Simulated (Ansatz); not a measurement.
**GaBGeH+ (triplet): the correlation ladder, cc-pVDZ**

An exercise on one series of results from a longer session: the logs are not shown, and one member is left open.

Program: Ansatz 0.2.0, Gaussian basis. Level of theory: cc-pVDZ, core rule «outside noble gas», up to 29 orbitals frozen. These are calculated values, not measurements.

Plan: UHF; CCSD(T) on ROHF; CCSD(T) on UHF; BCCD(T) on ROHF; CISD as a restricted active space (open shells left free, so some higher excitations enter); CCSDT(Q) on ROHF; CCSDT(Q) on UHF; CASSCF and NEVPT2, 10 electrons in 10 orbitals.

28 further runs of the same task are left out: 4 for a known fault of the program, 8 that didn't finish, 16 set aside as unsound or not needed. Runs told in other sessions of the task aren't counted.

### The geometry

The geometry is a PBE0/def2-TZVP stationary point (not a proven minimum) of the parent state, kept for this charge and spin. No spin-orbit coupling is included. The filled d shell of Ge, Ga may be among the frozen orbitals whatever the setting's name suggests.

4 atoms, charge 1, spin multiplicity 3.

Atoms are counted from 1 here; the program's logs count them from 0.

Bond lengths: B1–Ge2 1.894 Å, B1–Ga3 1.989 Å, Ge2–Ga3 2.532 Å, Ga3–H4 1.555 Å. Angles: Ge2–B1–Ga3 81.4°, B1–Ge2–Ga3 51.0°, B1–Ga3–Ge2 47.7°, B1–Ga3–H4 159.5°, Ge2–Ga3–H4 152.8°.

Set-up of the first run:

Contents of in.yaml:

```yaml
crystal:
  periodic: [false, false, false]
  atoms:
    - {symbol: B, position_ang: [0.000000, -1.370482, 0.096984]}
    - {symbol: Ge, position_ang: [0.000000, 0.130907, 1.251342]}
    - {symbol: Ga, position_ang: [0.000000, 0.065420, -1.279968]}
    - {symbol: H, position_ang: [0.000000, 0.739999, -2.681488]}
basis:
  gaussian: {orbitals: cc-pVDZ}
total_charge: 1
magnetization: {spin_polarized: true, initial_magnetization: 2}
hamiltonian: {xc: hf}
output: {orbitals: {seedname: orbitals}}
```

The run is started by

```
$ ansatz run in.yaml --threads 1 --pin off --events-out ev --progress --plain --max-ram 2393MiB
```

Steps of the session up to this table: UHF; CCSD(T) on ROHF; CCSD(T) on UHF; BCCD(T) on ROHF; CISD as a restricted active space (open shells left free, so some higher excitations enter); CCSDT(Q) on ROHF; CCSDT(Q) on UHF; CASSCF and NEVPT2, 10 electrons in 10 orbitals.

One of the session's tables, all rows but one given; the rest of the session is left out.

It belongs to the step «Misses and costs». 

| method | from RCCSDT(Q) (kJ/mol) |
| --- | --- |
| ROHF | +592.3 |
| UHF | +568.3 |
| RMP2 | ? |
| UMP2 | +134.9 |
| RCCSD | +37.7 |
| UCCSD | +37.1 |
| RCCSD(T) | +7.5 |
| UCCSD(T) | +8.0 |
| BCCD(T) | +7.1 |
| RCCSDT | +2.6 |
| UCCSDT | +2.2 |
| RCCSDT(Q) | 0 |
| UCCSDT(Q) | -0.5 |
| CASSCF frontier | +360.4 |
| NEVPT2 frontier | +96.0 |

**Question.** Estimate the row for RMP2.

The run gave: from RCCSDT(Q) (kJ/mol): +127.0. In the column «from RCCSDT(Q) (kJ/mol)» it lies between NEVPT2 frontier (+96.0) and UMP2 (+134.9).

Not comparable, so not listed: CISD as a restricted active space (open shells left free, so some higher excitations enter) (they don't share determinant, frozen orbitals or solution with the rows shown, or repeat one).

To keep in mind: Restricted and unrestricted rows rest on different reference determinants; a gap between their highest levels can come from leftover correlation error, from unlike frozen cores or from another state.
